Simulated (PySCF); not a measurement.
**EuCl3(NH3): other functionals and bases at one geometry**

How far do other levels of theory move the description of EuCl3(NH3), and what does each cost? The species was built from a template and needn't be a known compound.

Program: PySCF 2.14.0. Level of theory: several levels, as the steps say, no spin–orbit coupling. These are calculated values, not measurements.

6 further runs of the same task are left out: 2 for a known fault of the program, 3 that didn't finish, 1 set aside as unsound or not needed.

## Step 1: Starting geometry

8 atoms, charge 0, spin multiplicity 1.

Bond lengths: Eu1–Cl2 2.536 Å, Eu1–Cl3 2.536 Å, Eu1–Cl4 2.536 Å, Eu1–N5 2.502 Å, N5–H6 1.024 Å, N5–H7 1.024 Å, N5–H8 1.024 Å. Angles: Cl2–Eu1–Cl3 119.6°, Cl2–Eu1–Cl4 119.6°, Cl2–Eu1–N5 93.5°, Cl3–Eu1–Cl4 119.6°, Cl3–Eu1–N5 93.5°, Cl4–Eu1–N5 93.5°, Eu1–N5–H6 112.5°, Eu1–N5–H7 112.5°, Eu1–N5–H8 112.5°, H6–N5–H7 106.3°, H6–N5–H8 106.3°, H7–N5–H8 106.3°.

Geometry (Å):

```xyz
8

Eu    0.0429   -0.0429    0.0429
Cl    1.1653    1.9354    1.1653
Cl   -1.9354   -1.1653    1.1653
Cl    1.1653   -1.1653   -1.9354
N    -1.4015    1.4015   -1.4015
H    -2.0137    2.0137   -0.8546
H    -0.8546    2.0137   -2.0137
H    -2.0137    0.8546   -2.0137
```

Formal oxidation states: Eu +3. Each metal's 6 4f electrons lie in its core potential, so multiplicities, spins and levels count the valence alone. An earlier session relaxed this geometry at r2SCAN, Eu lcecp-1-SVP with ECP52, Cl def2-SVP, N def2-SVP, H def2-SVP (singlet, point group C3v).

At r2SCAN on the finer grid: E = -1472.217708 Eh, HOMO -7.40 eV, LUMO -1.43 eV, Mulliken charge on Eu1 +0.84 e, largest force component 0.012 eV/Å. 

Levels to run: CAM-B3LYP; PBE; revPBE; B3LYP; r2SCAN, TZVP. Hardware: 2 threads of Arm Neoverse V1, shared host.

## Step 2: CAM-B3LYP

Contents of run.py (the lines that set the calculation):

```python
mol = gto.M(atom='''
Eu     0.04294    -0.04294     0.04294
Cl     1.16530     1.93544     1.16530
Cl    -1.93544    -1.16530     1.16530
Cl     1.16530    -1.16530    -1.93544
N     -1.40153     1.40153    -1.40153
H     -2.01373     2.01373    -0.85461
H     -0.85461     2.01373    -2.01373
H     -2.01373     0.85461    -2.01373''',
    basis={'Eu': 'lcecp-1-SVP', 'Cl': 'def2-SVP', 'N': 'def2-SVP', 'H': 'def2-SVP'},
    ecp={'Eu': 'lcecp-1-SVP'},
    charge=0, spin=0)
mf = dft.RKS(mol, xc='CAMB3LYP')
mf.grids.atom_grid = (75, 302)  # f atoms: unpruned, at least (60, 302)
mf = mf.density_fit()  # fitting sets: Eu AutoAux, Cl def2-universal-JKFIT, N def2-universal-JKFIT, H def2-universal-JKFIT
mf.conv_tol = 1e-08; mf.max_cycle = 55
mf.kernel(dm0)  # dm0: the density of the relaxed state
```

The run is started by

```console
OMP_NUM_THREADS=2 python run.py
```

## Step 3: PBE

run.py (the lines that set the calculation): that of step 2 with these lines changed.

```diff
@@ -12,3 +12,3 @@
     charge=0, spin=0)
-mf = dft.RKS(mol, xc='CAMB3LYP')
+mf = dft.RKS(mol, xc='PBE')
 mf.grids.atom_grid = (75, 302)  # f atoms: unpruned, at least (60, 302)
```

## Step 4: revPBE

run.py (the lines that set the calculation): that of step 3 with these lines changed.

```diff
@@ -12,3 +12,3 @@
     charge=0, spin=0)
-mf = dft.RKS(mol, xc='PBE')
+mf = dft.RKS(mol, xc='PBE_R,PBE')
 mf.grids.atom_grid = (75, 302)  # f atoms: unpruned, at least (60, 302)
```

## Step 5: B3LYP

run.py (the lines that set the calculation): that of step 4 with these lines changed.

```diff
@@ -12,3 +12,3 @@
     charge=0, spin=0)
-mf = dft.RKS(mol, xc='PBE_R,PBE')
+mf = dft.RKS(mol, xc='B3LYP')
 mf.grids.atom_grid = (75, 302)  # f atoms: unpruned, at least (60, 302)
```

## Step 6: r2SCAN, TZVP

Basis: Eu lcecp-1-TZVP with ECP52, Cl def2-TZVP, N def2-TZVP, H def2-TZVP. 

run.py (the lines that set the calculation): that of step 5 with these lines changed.

```diff
@@ -9,6 +9,6 @@
 H     -2.01373     0.85461    -2.01373''',
-    basis={'Eu': 'lcecp-1-SVP', 'Cl': 'def2-SVP', 'N': 'def2-SVP', 'H': 'def2-SVP'},
-    ecp={'Eu': 'lcecp-1-SVP'},
+    basis={'Eu': 'lcecp-1-TZVP', 'Cl': 'def2-TZVP', 'N': 'def2-TZVP', 'H': 'def2-TZVP'},
+    ecp={'Eu': 'lcecp-1-TZVP'},
     charge=0, spin=0)
-mf = dft.RKS(mol, xc='B3LYP')
+mf = dft.RKS(mol, xc='R2SCAN')
 mf.grids.atom_grid = (75, 302)  # f atoms: unpruned, at least (60, 302)
@@ -16,2 +16,2 @@
 mf.conv_tol = 1e-08; mf.max_cycle = 55
-mf.kernel(dm0)  # dm0: the density of the relaxed state
+mf.kernel(dm0)  # dm0: free metal ions and neutral atoms
```

**Question.** What will these runs give? Wanted: for each run, HOMO; gap; charge on Eu1; dipole; largest force.

The runs gave:

| level | state | HOMO (eV) | gap (eV) | charge on Eu1 (e) | dipole (D) | largest force (eV/Å) | basis functions | time |
| --- | --- | --- | --- | --- | --- | --- | --- | --- |
| r2SCAN (relaxed here) | singlet | -7.40 | 5.97 | 0.84 | 4.96 | 0.01 | 116 | 38 s |
| CAM-B3LYP | singlet | -9.65 | 9.19 | 0.78 | 4.96 | 0.07 | 116 | 10 s |
| PBE | singlet | -6.97 | 5.17 | 0.64 | 4.94 | 0.18 | 116 | 7.6 s |
| revPBE | singlet | -6.94 | 5.22 | 0.70 | 4.92 | 0.19 | 116 | 7.6 s |
| B3LYP | singlet | -8.03 | 6.60 | 0.75 | 4.93 | 0.08 | 116 | 7.6 s |
| r2SCAN, TZVP | singlet | -7.53 | 6.01 | 1.36 | 4.86 | 0.23 | 207 | 30 s |

Times are on 2 threads of Arm Neoverse V1, shared host; the first row also made further properties.

In one basis the HOMO–LUMO gap runs from 5.17 eV (PBE) to 9.19 eV (CAM-B3LYP). The largest leftover force, 0.23 eV/Å with r2SCAN, TZVP, stands at a geometry relaxed at another level. The Mulliken charge on Eu spans +0.64 to +1.36 e over the levels. With 4f in the core, its levels are missing from HOMO and gap. Total energies of different levels can't be compared. Spin–orbit coupling is left out throughout.
